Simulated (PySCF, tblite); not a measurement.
**C₆H₁₁B: geometry, infrared bands, NMR shifts, spin-spin couplings, electronic excitations and core binding energies**

Wanted: the infrared bands, NMR shifts, spin-spin couplings, electronic excitations and core binding energies of C₆H₁₁B (`C=CCBC1CC1`), by calculation.

Programs: tblite 0.8.0 and PySCF 2.14.0, with density-fitted response routines of our own. Each step states its level of theory. These are calculated values for one molecule in the gas phase, unless marked as measured. Atoms are numbered from 0 throughout.

## Step 1: Starting geometry

18 atoms, charge 0, multiplicity 1; geometry from: force field or distance geometry start.

Bonds of the start (Å): C0–C1 1.35, C1–C2 1.46, C2–B3 1.61, B3–C4 1.60, C4–C5 1.51, C5–C6 1.50, C6–C4 1.53, C0–H7 1.09, C0–H8 1.09, C1–H9 1.09, C2–H10 1.11, C2–H11 1.12, B3–H12 1.18, C4–H13 1.09, C5–H14 1.10, C5–H15 1.11, C6–H16 1.10, C6–H17 1.10.

## Step 2: Geometry optimisation with GFN2-xTB

Job settings and geometry (Å):

```
{"job": {"kind": "relax", "xc": "GFN2-xTB", "basis": "xTB"}, "charge": 0, "multiplicity": 1}
C      0.354500    -1.326300     2.106500
C     -0.690300    -0.791000     1.446300
C     -1.115400    -1.295500     0.142700
B     -1.016600    -0.077000    -0.912600
C      0.414900     0.639500    -0.859100
C      1.102700     0.907100    -2.180900
C      0.344500     2.015800    -1.521100
H      0.697700    -0.977500     3.076600
H      0.862300    -2.152900     1.618000
H     -1.195200     0.031600     1.961900
H     -2.112300    -1.780100     0.133900
H     -0.395500    -2.108000    -0.131500
H     -1.556200    -0.232600    -1.953400
H      1.037000     0.574300     0.030900
H      0.722100     0.437200    -3.098200
H      2.202800     1.003800    -2.088200
H     -0.582500     2.319000    -2.019800
H      0.916700     2.818900    -1.028400
```

On the command line:

```sh
> OMP_NUM_THREADS=1 python probes_run.py task.json out
```

The driver reads the jobs from task.json and runs them one after another.

**Question.** This job is followed by: GFN2-xTB harmonic vibrations, gas phase; PBE0-D3(BJ)/def2-SVP geometry optimisation, gas phase; GIAO PBE0/pcSseg-1 NMR shielding, non-relativistic, gas phase; B3LYP/pcJ-1 indirect spin-spin coupling, non-relativistic, gas phase; TDDFT wB97X-D/def2-SVPD, vertical, gas phase, core orbitals frozen in the response; GIAO WP04/pcSseg-1 NMR shielding, non-relativistic, gas phase; delta-SCF UKS SCAN, pcX-2 on the ionised atom, pcseg-1 elsewhere, spin-free X2C. What will the session give for the following? strongest single infrared mode (GFN2-xTB); zero-point energy (GFN2-xTB); point group; rotational constants (main isotopes); 13C shifts against TMS (PBE0/pcSseg-1, means over atoms taken as alike); 1H shifts against TMS (PBE0/pcSseg-1, means over atoms taken as alike); 11B shifts against BF3·OEt2 (PBE0/pcSseg-1); largest coupling of the table (B3LYP/pcJ-1); lowest singlet (wB97X-D/def2-SVPD); brightest single state of those computed; lowest triplet; vertical ionisation energy (ΔSCF); C1s binding energies, SCAN/pcX-2; B1s binding energies, SCAN/pcX-2; range of the shift of B3.

**Answer**, as computed:

| quantity | value |
| --- | --- |
| strongest single infrared mode (GFN2-xTB) | 1154 cm⁻¹, 181 km/mol |
| zero-point energy (GFN2-xTB) | 95.3 kcal/mol |
| point group | C1 |
| rotational constants (main isotopes) | 5.89, 1.23, 1.15 GHz |
| 13C shifts against TMS (PBE0/pcSseg-1, means over atoms taken as alike) | 147.6, 120.5, 39.6, 12.9, 11.2 ppm |
| 1H shifts against TMS (PBE0/pcSseg-1, means over atoms taken as alike) | 6.39, 6.13, 5.26, 5.20, 2.38, 1.06, 0.89, 0.83 ppm |
| 11B shifts against BF3·OEt2 (PBE0/pcSseg-1) | 84.0 ppm |
| largest coupling of the table (B3LYP/pcJ-1) | 1J(C,H) C5–H14, 173.0 Hz |
| lowest singlet (wB97X-D/def2-SVPD) | 5.70 eV (218 nm), f = 0.007 |
| brightest single state of those computed | state 4, 7.06 eV, f = 0.295 |
| lowest triplet | 4.44 eV |
| vertical ionisation energy (ΔSCF) | 9.18 eV |
| C1s binding energies, SCAN/pcX-2 | C5 290.72, C1 290.32, C2 290.06, C4 290.03, C0 289.78 eV |
| B1s binding energies, SCAN/pcX-2 | B3 195.16 eV |
| range of the shift of B3 | 80.1 to 84.0 ppm |

What this shows: Relaxing lowered the energy by 0.649 eV in 83 steps; the close pair that moved most is B3–C4, from 1.602 to 1.540 Å (GFN2-xTB). No mode is imaginary among the 48: a minimum at this level. The strongest single mode, at 1154 cm⁻¹, is carried by B3, H13, C2. GFN2-xTB is a fitted tight-binding method: band positions and strengths are rough. Its intensities can rank the bands wrongly. The most deshielded carbon is C1 (alkene CH), at 147.6 ppm: the olefinic region. Of the pairs tabulated at B3LYP/pcJ-1, C5–H14 (mean over like pairs) couples most strongly (173.0 Hz; Fermi contact 171.6 Hz). Couplings across rotatable bonds belong to this one conformer; where others are populated, the observed values are averages. The C1s levels kept as sound span 0.94 eV, from C0 (terminal =CH2 carbon) up to C5 (three-membered-ring carbon). In ppm, B3 moves most: its shift spreads over 3.9 ppm, from 80.1 (WP04/pcSseg-1) to 84.0 (PBE0/pcSseg-1). Most of that comes from the computed reference, not from the atom's own shielding.
